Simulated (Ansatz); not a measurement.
# GeH7N: the cost of one run

Method: RHF/def2-SVP, in Ansatz 0.2.0.

## (1) The system as given

Bond lengths: Ge1–H3 1.550 Å, Ge1–H4 1.549 Å, Ge1–H5 1.549 Å, Ge1–N6 2.210 Å, N6–H7 1.060 Å, N6–H8 1.060 Å. Angles: H3–Ge1–H4 109.5°, H3–Ge1–H5 109.5°, H3–Ge1–N6 178.9°, H4–Ge1–H5 109.5°, H4–Ge1–N6 70.0°, H5–Ge1–N6 70.0°, Ge1–N6–H7 120.0°, Ge1–N6–H8 120.0°, H7–N6–H8 120.0°.

Coordinates:

```xyz
9

Ge    0.0000    0.0000    0.0000
H     0.0000    0.0000    1.9000
H     1.4616    0.0000   -0.5162
H    -0.7300    1.2648   -0.5162
H    -0.7300   -1.2648   -0.5162
N    -2.0973    0.0000    0.6969
H    -2.8173   -0.6071    0.2106
H    -2.3831    0.6071    1.5174
H    -1.0245    0.0000    1.8310
```

## (2) Pulling towards end A

Springs on the bonds that form and break draw the guess towards this end; the thresholds are loose.

Input file input.yaml:

```yaml
crystal:
  periodic: [false, false, false]
  atoms:
    - { symbol: Ge, position_ang: [0.0, 0.0, 0.0] }
    - { symbol: H, position_ang: [0.0, 0.0, 1.9] }
    - { symbol: H, position_ang: [1.4616, 0.0, -0.5162] }
    - { symbol: H, position_ang: [-0.73, 1.2648, -0.5162] }
    - { symbol: H, position_ang: [-0.73, -1.2648, -0.5162] }
    - { symbol: "N", position_ang: [-2.0973, 0.0, 0.6969] }
    - { symbol: H, position_ang: [-2.8173, -0.6071, 0.2106] }
    - { symbol: H, position_ang: [-2.3831, 0.6071, 1.5174] }
    - { symbol: H, position_ang: [-1.0245, 0.0, 1.831] }
basis:
  gaussian: { orbitals: def2-SVP }
hamiltonian:
  xc: hf
relax:
  f_tol: 0.15
  max_steps: 25
  restrain:
    - { distance: [0, 5], at: 3.11, k: 30.0 }
    - { distance: [8, 1], at: 1.86, k: 30.0 }
    - { distance: [0, 1], at: 1.55, k: 30.0 }
    - { distance: [8, 5], at: 1.06, k: 30.0 }
```

Run with:

```sh
> ansatz run input.yaml --threads 1 --pin off --max-ram 2048MiB --backend cpu --events-out ev --progress --plain --runs-dir out
```

What time and memory should one allow on 1 thread of Arm Neoverse V2, shared host?

About 14 s, with a peak of 0.15 GiB.
